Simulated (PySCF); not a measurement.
# [PrH3(NH3)]+: other functionals and bases at one geometry

The task here is to estimate one member of a computed series from the others.

Computed with PySCF 2.14.0. Level: several levels, as the steps say, no spin–orbit coupling.

1 further run of the same task is left out (for a known fault of the program).

## The system as given

8 atoms, charge 1, spin multiplicity 1.

Bond lengths: Pr1–H2 1.925 Å, Pr1–H3 1.925 Å, Pr1–H4 1.925 Å, Pr1–N5 2.475 Å, N5–H6 1.028 Å, N5–H7 1.028 Å, N5–H8 1.028 Å. Angles: H2–Pr1–H3 112.5°, H2–Pr1–H4 112.5°, H2–Pr1–N5 106.2°, H3–Pr1–H4 112.5°, H3–Pr1–N5 106.2°, H4–Pr1–N5 106.2°, Pr1–N5–H6 113.6°, Pr1–N5–H7 113.6°, Pr1–N5–H8 113.6°, H6–N5–H7 105.0°, H6–N5–H8 105.0°, H7–N5–H8 105.0°.

Geometry (Å):

```xyz
8
H6NPr
Pr    0.1469   -0.1469    0.1469
H     0.9215    1.0175    1.4695
H    -1.0175   -1.4695    0.9215
H     1.4695   -0.9215   -1.0175
N    -1.2819    1.2819   -1.2819
H    -1.3062    2.2668   -0.9865
H    -0.9865    1.3062   -2.2668
H    -2.2668    0.9865   -1.3062
```

Formal oxidation states: Pr +4. Each metal's 1 4f electrons lie in its core potential, so multiplicities, spins and levels count the valence alone. An earlier session relaxed this geometry at PBE0, Pr lcecp-2-SVP with ECP47, H def2-SVP, N def2-SVP (singlet, point group C3).

At PBE0 on the finer grid: E = -97.209452 Eh, frontier levels not given, since the 4f levels lie in the core, Mulliken charge on Pr1 +1.13 e, largest force component 0.005 eV/Å. 

Levels to run: B3LYP; TPSS; PBE0, TZVP. Hardware: 2 threads of Arm Neoverse V2, shared host.

The first run:

Contents of run.py (the lines that set the calculation):

```python
mol = gto.M(atom='''
Pr     0.14694    -0.14694     0.14694
H      0.92146     1.01747     1.46955
H     -1.01747    -1.46955     0.92146
H      1.46955    -0.92146    -1.01747
N     -1.28194     1.28194    -1.28194
H     -1.30616     2.26676    -0.98652
H     -0.98652     1.30616    -2.26676
H     -2.26676     0.98652    -1.30616''',
    basis={'Pr': 'lcecp-2-SVP', 'H': 'def2-SVP', 'N': 'def2-SVP'},
    ecp={'Pr': 'lcecp-2-SVP'},
    charge=1, spin=0)
mf = dft.RKS(mol, xc='B3LYP')
mf.grids.atom_grid = (75, 302)  # f atoms: unpruned, at least (60, 302)
mf = mf.density_fit()  # fitting sets: Pr AutoAux, H def2-universal-JKFIT, N def2-universal-JKFIT
mf.conv_tol = 1e-08; mf.max_cycle = 55
mf.kernel(dm0)  # dm0: the density of the relaxed state
```

Launch:

```console
> OMP_NUM_THREADS=2 python run.py
```

Steps of the session up to this table: B3LYP; TPSS; PBE0, TZVP.

One table of the session follows, with a row left open; its other results are not shown here.

| level | charge on Pr1 (e) | dipole (D) | largest force component (eV/Å) |
| --- | --- | --- | --- |
| PBE0 (relaxed here) | 1.13 | 6.11 | 0.01 |
| B3LYP | ? | ? | ? |
| TPSS | 1.16 | 6.17 | 0.27 |
| PBE0, TZVP | 1.19 | 6.14 | 0.26 |

Q: Estimate the row for B3LYP from the others.

The run gave: charge on Pr1 (e): 1.08; dipole (D): 6.14; largest force component (eV/Å): 0.10. In the column «charge on Pr1 (e)» it is the lowest.

The dipole of a charged species depends on the origin, so these sizes hold for this origin alone.

The largest leftover force, 0.27 eV/Å with TPSS, stands at a geometry relaxed at another level. With 4f in the core, its levels are missing from HOMO and gap, and its count is fixed, so no charge can pass from the ligands into it. Total energies of different levels can't be compared.
